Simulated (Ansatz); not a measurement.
# CH6O3Sn: the cost of one run

The runs use Ansatz 0.2.0, Gaussian basis; the settings change from run to run.

**1. The geometry**

The geometry comes from an earlier relaxation with PBE0-D4 in a triple-zeta def2 set; it is a stationary point, not always the lowest conformer. Sn takes a core potential in def2 sets; no spin-orbit term is included.

SMILES `[CH3][Sn]([OH])([OH])[OH]`, 11 atoms, charge 0, spin multiplicity 1.

Atoms are counted from 1 here; the program's logs count them from 0.

Bond lengths: C1–Sn2 2.109 Å, C1–H6 1.089 Å, C1–H7 1.089 Å, C1–H8 1.089 Å, Sn2–O3 1.959 Å, Sn2–O4 1.959 Å, Sn2–O5 1.959 Å, O3–H9 0.961 Å, O4–H10 0.961 Å, O5–H11 0.961 Å. Angles: Sn2–C1–H6 109.0°, Sn2–C1–H7 108.9°, Sn2–C1–H8 109.1°, H6–C1–H7 109.9°, H6–C1–H8 109.9°, H7–C1–H8 109.9°, C1–Sn2–O3 112.5°, C1–Sn2–O4 112.6°, C1–Sn2–O5 112.6°, O3–Sn2–O4 106.2°, O3–Sn2–O5 106.2°, O4–Sn2–O5 106.2°, Sn2–O3–H9 111.8°, Sn2–O4–H10 111.8°, Sn2–O5–H11 111.8°.

**2. B3LYP5/ANO-RCC-VTZP**

This run has a grid of angular degree 11.

Contents of in.yaml:

```yaml
crystal:
  periodic: [false, false, false]
  atoms:
    - {symbol: C, position_ang: [-1.623700, 0.828716, 0.155808]}
    - {symbol: Sn, position_ang: [0.247149, -0.128288, -0.021139]}
    - {symbol: O, position_ang: [0.622158, -1.326629, 1.483053]}
    - {symbol: O, position_ang: [1.738154, 1.140977, -0.094167]}
    - {symbol: O, position_ang: [0.381928, -1.224158, -1.639912]}
    - {symbol: H, position_ang: [-1.493872, 1.764478, 0.697485]}
    - {symbol: H, position_ang: [-2.014271, 1.028212, -0.840960]}
    - {symbol: H, position_ang: [-2.307578, 0.177885, 0.698679]}
    - {symbol: H, position_ang: [1.491550, -1.166244, 1.859573]}
    - {symbol: H, position_ang: [2.326572, 0.958982, -0.831713]}
    - {symbol: H, position_ang: [0.697213, -2.110931, -1.446106]}
basis:
  gaussian: {orbitals: ANO-RCC-VTZP, final_grid: {core_spheres: 5, valence_spheres: 4, degree: 11}}
hamiltonian: {xc: {name: B3LYP5}}
output: {forces: true}
```

Launch:

```
> ansatz run in.yaml --threads 4 --pin off --events-out ev --progress --plain --max-ram 10444MiB
```

**Question.** How long does this run take on 4 threads of Intel Xeon at 2.50GHz, shared host, and how much memory does it need?

About 32 s, with a peak of 1.4 GiB.
